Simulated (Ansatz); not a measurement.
# Ta (bcc): the cost of one run

Computed with Ansatz 0.2.0 (DFT PBE, scalar-relativistic, plane waves, PAW, unless a step's input says otherwise).

## Step 1: The starting structure

The structure is cubic, space group Im-3m (No. 229). Conventional cell: a = 3.335 Å, b = 3.335 Å, c = 3.335 Å, α = 90.00°, β = 90.00°, γ = 90.00°. Around Ta (site symmetry m-3m) lie 8 Ta at 2.89 Å.

As a file:

```cif
data_structure
_symmetry_space_group_name_H-M 'P 1'
_symmetry_Int_Tables_number 1
_cell_length_a 2.8879
_cell_length_b 2.8879
_cell_length_c 2.8879
_cell_angle_alpha 109.471
_cell_angle_beta 109.471
_cell_angle_gamma 109.471
_cell_volume 18.54
loop_
_atom_site_label
_atom_site_type_symbol
_atom_site_fract_x
_atom_site_fract_y
_atom_site_fract_z
_atom_site_occupancy
Ta1 Ta 0.00000 0.00000 0.00000 1
```

## Step 2: Volume × 1.03

input.yaml

```yaml
crystal:
  lattice:
    - [-1.6673475978, 1.6673475978, 1.6673475978]
    - [1.6673475978, -1.6673475978, 1.6673475978]
    - [1.6673475978, 1.6673475978, -1.6673475978]
  atoms:
    - { symbol: Ta, position: [0.0, 0.0, 0.0] }
scf:
  occupations: { method: gaussian, width: 0.05 }
output:
  forces: true
  stress: true
  eigenvalues: true
  write_density: true
  write_potential: true
  elf: true
  volumetric_format: npy
hamiltonian:
  xc: pbe
basis:
  ecutwfc: 450
kpoints:
  mp_grid: { grid: [22, 22, 22] }
```

Started as:

```sh
> ansatz run input.yaml --threads 1 --pin off --max-ram 4096MiB --backend cpu --events-out ev --progress --plain --runs-dir out
```

What time and memory should one allow on 1 thread of Intel Xeon 6975P-C (Granite Rapids), shared host?

About 2.9 s, with a peak of 0.41 GiB.
